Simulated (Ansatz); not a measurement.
A nudged elastic band was laid between two geometries of a periodic cell of 15 atoms, Al6SiAs8 (host AlAs, host structure P6_3mc, dopant Si, one Al atom removed), cell charge -1.

These are results of Ansatz, DFT PBE, scalar-relativistic, plane waves, PAW, not measurements. Settings: PAW set soft_1, cutoff 420 eV, k mesh 2x2x2, gaussian smearing 0.02 eV, spin collinear.

| Item | Value |
| --- | --- |
| movable images | 7 |
| climbing image | yes |
| spring | 5.0 eV/Å² |
| optimiser | quadratic models (default) |
| start path | straight line |
| force threshold | 0.05 eV/Å |
| iteration limit | 36 |
| end points | relaxed |

First end point:

```xyz
15
Lattice="-4.0024 -6.9323 0.0000 6.0036 -3.4662 0.0000 0.0000 0.0000 6.5778" Properties=species:S:1:pos:R:3
Al 0.031 -4.524 0.043
Si 1.987 -5.738 3.200
As 0.086 -4.461 2.555
As 2.000 -5.767 5.662
Al 4.079 -4.698 0.029
As 4.076 -4.783 2.545
As 0.017 -2.306 5.553
Al 1.935 -1.209 0.087
Al 3.878 -2.364 3.249
As 1.818 -1.215 2.550
As 3.974 -2.347 5.764
Al 1.995 -8.099 -0.051
Al -1.903 -5.807 3.279
As 2.000 -8.080 2.480
As -1.959 -5.790 5.785
```

Last end point:

```xyz
15
Lattice="-4.0024 -6.9323 0.0000 6.0036 -3.4662 0.0000 0.0000 0.0000 6.5778" Properties=species:S:1:pos:R:3
Al 0.094 -4.655 0.034
Si 5.953 -5.789 3.204
As 0.164 -4.609 2.552
As 1.995 -5.799 5.559
Al 3.923 -4.703 0.048
As 3.895 -4.783 2.560
As -0.019 -2.321 5.667
Al 2.000 -1.151 -0.047
Al 4.070 -2.387 3.283
As 1.984 -1.167 2.485
As 4.027 -2.348 5.790
Al 2.006 -8.009 0.092
Al -2.031 -5.650 3.254
As 1.950 -7.903 2.554
As -1.993 -5.740 5.769
```

(1) Which bonds break or form, and what moves?

(2) What energy profile does the band end with?

Answers

(1) Contacts lost: Si2–As4, Si2–As14. Contacts made: Si2–As7, Si2–As10. The atom that moves furthest is Si2, by 3.97 Å.

(2) It did not converge within its limit. The highest image is number 6 of 0 to 8, 1.84 eV above the ends, which have the same energy within 2 meV. The band didn't meet its force threshold, so its energies are provisional: the largest band force was still 0.34 eV/Å, and over the last iterations the top moved between 1.84 and 1.86 eV. Limits of this set-up: coarse k mesh, charged cell in a uniform background, uncorrected.

```tsv
image	path coordinate (Å)	energy (eV)	Si2–As4 (Å)	Si2–As14 (Å)	Si2–As7 (Å)
0	0.00	0.00	2.46	2.45	4.60
1	1.00	0.60	2.41	2.41	4.54
2	2.00	1.80	2.40	2.37	4.00
3	2.94	1.58	2.43	2.41	3.66
4	3.89	1.55	2.46	2.40	3.91
5	4.84	1.58	2.54	2.43	3.51
6	5.78	1.84	2.91	2.73	2.76
7	6.87	1.13	3.78	3.66	2.45
8	7.95	0.00	4.61	4.57	2.46
```

Time of the run: 22 min on 4 threads of Arm Neoverse V1, with other jobs on the host, peak memory 3 GiB.
